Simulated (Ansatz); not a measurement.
# FGeH3O2: the cost of one run

Method: RHF/def2-SVP, in Ansatz 0.2.0.

**1. The system as given**

Bond lengths: Ge1–F2 1.880 Å, Ge1–H3 1.750 Å, Ge1–O4 1.769 Å, O4–H5 1.010 Å, Ge1–O6 1.769 Å, O6–H7 1.010 Å. Angles: F2–Ge1–H3 41.0°, F2–Ge1–O4 122.9°, F2–Ge1–O6 122.9°, H3–Ge1–O4 122.5°, H3–Ge1–O6 122.5°, O4–Ge1–O6 109.5°, Ge1–O4–H5 109.5°, Ge1–O6–H7 109.5°.

Coordinates:

```xyz
7

Ge    0.0000    0.0000    0.0000
F     1.0779    0.0000    1.5402
H     1.6981    0.0000    0.4233
O    -0.8337    1.4443   -0.5894
H    -1.7915    1.2136   -0.8118
O    -0.8337   -1.4443   -0.5894
H    -1.2883   -1.9100    0.1830
```

**2. Pulling towards end A**

Springs on the bonds that form and break draw the guess towards this end; the thresholds are loose.

input.yaml reads:

```yaml
crystal:
  periodic: [false, false, false]
  atoms:
    - { symbol: Ge, position_ang: [0.0, 0.0, 0.0] }
    - { symbol: F, position_ang: [1.0779, 0.0, 1.5402] }
    - { symbol: H, position_ang: [1.6981, 0.0, 0.4233] }
    - { symbol: O, position_ang: [-0.8337, 1.4443, -0.5894] }
    - { symbol: H, position_ang: [-1.7915, 1.2136, -0.8118] }
    - { symbol: O, position_ang: [-0.8337, -1.4443, -0.5894] }
    - { symbol: H, position_ang: [-1.2883, -1.91, 0.183] }
basis:
  gaussian: { orbitals: def2-SVP }
hamiltonian:
  xc: hf
relax:
  f_tol: 0.15
  max_steps: 25
  restrain:
    - { distance: [1, 2], at: 2.12, k: 30.0 }
    - { distance: [0, 1], at: 1.68, k: 30.0 }
    - { distance: [0, 2], at: 1.55, k: 30.0 }
output:
  orbitals: {}
```

On the command line:

```console
$ ansatz run input.yaml --threads 1 --pin off --max-ram 2048MiB --backend cpu --events-out ev --progress --plain --runs-dir out
```

What time and memory should one allow on 1 thread of Arm Neoverse N1, shared host?

About 44 s, with a peak of 0.17 GiB.
